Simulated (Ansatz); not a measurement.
# C2H4BN: the cost of one run

Computed with Ansatz 0.2.0, driven from Python. Level of theory: B3LYP+D4/pcseg-2.

### 1 Starting point

Bond lengths: N1–C2 1.220 Å, C2–B3 1.628 Å, C2–C4 1.464 Å, B3–C4 1.424 Å, N1–H5 1.076 Å, B3–H6 1.215 Å, C4–H7 1.089 Å, C4–H8 1.133 Å. Angles: N1–C2–B3 151.4°, N1–C2–C4 153.8°, B3–C2–C4 54.5°, C2–N1–H5 122.1°, C2–B3–C4 56.8°, C2–B3–H6 151.6°, C4–B3–H6 151.4°, C2–C4–B3 68.6°, C2–C4–H7 115.3°, C2–C4–H8 109.6°, B3–C4–H7 120.0°, B3–C4–H8 113.2°, H7–C4–H8 119.1°.

No structure file is read: the coordinates are typed or built in the script.

### 2 The code

tae_c2h4bn.py

```python
# -*- coding: utf-8 -*-
"""Atomisation energy of C2H4BN at the given geometry."""

from collections import Counter

import ansatz

BASIS_SET = "pcseg-2"
FUNCTIONAL = "b3lyp"
VDW = "d4"


def single_point(molecule, charge=0, unpaired=0):
    calc = (
        molecule.calculation()
        .basis(gaussian=BASIS_SET)
        .functional(FUNCTIONAL, dispersion=VDW)
    )
    if charge:
        calc = calc.charge(charge)
    if unpaired:
        calc = calc.spin("collinear", total=unpaired)
    report = calc.run(threads=1).report
    if report["published_state_doubts"]:
        print("  doubts:", report["published_state_doubts"])
    return report["free_energy_ev"]

system = (
    ansatz.Crystal.molecule()
    .atom("N", (-0.6819, 1.4782, -0.841))
    .atom("C", (-0.1722, 0.561, -0.2182))
    .atom("B", (0.8971, -0.0084, 0.8697))
    .atom("C", (0.0626, -0.852, 0.0822))
    .atom("H", (-1.4728, 1.3157, -1.5528))
    .atom("H", (1.7888, 0.1546, 1.6786))
    .atom("H", (0.4904, -1.4364, -0.7308))
    .atom("H", (-0.8199, -1.2699, 0.6565))
)

# unpaired electrons of the ground-state atoms
unpaired = {"N": 3, "C": 2, "B": 1, "H": 1}
counts = Counter(site.symbol for site in system.cartesian_sites)
atom_energy = {s: single_point(ansatz.Crystal.molecule().atom(s, (0, 0, 0)), 0, unpaired[s]) for s in counts}
whole = single_point(system, 0, 0)
for s, e in atom_energy.items():
    print(f"{s:2s} x{counts[s]}  {e:14.5f} eV")
print(f"C2H4BN: {whole:.5f} eV")
split = sum(counts[s] * e for s, e in atom_energy.items()) - whole
print(f"atomisation energy (no zero-point term): {96.485332 * split:.1f} kJ/mol, {split / sum(counts.values()):.3f} eV an atom")
```

### 3 The calls as engine input

The engine receives this input (first run):

```yaml
crystal:
  periodic: [false, false, false]
  atoms:
    - { symbol: "N", position_ang: [0.0, 0.0, 0.0] }
basis:
  gaussian:
    orbitals: pcseg-2
hamiltonian:
  xc: b3lyp
  dispersion: d4
magnetization:
  spin_polarized: true
  initial_magnetization: 3.0
```

### 4 Running it

On the command line:

```sh
python tae_c2h4bn.py
```

Q: Estimate wall time and peak memory on 1 thread of Arm Neoverse V2, shared host.

About 4.1 s, with a peak of 0.34 GiB.
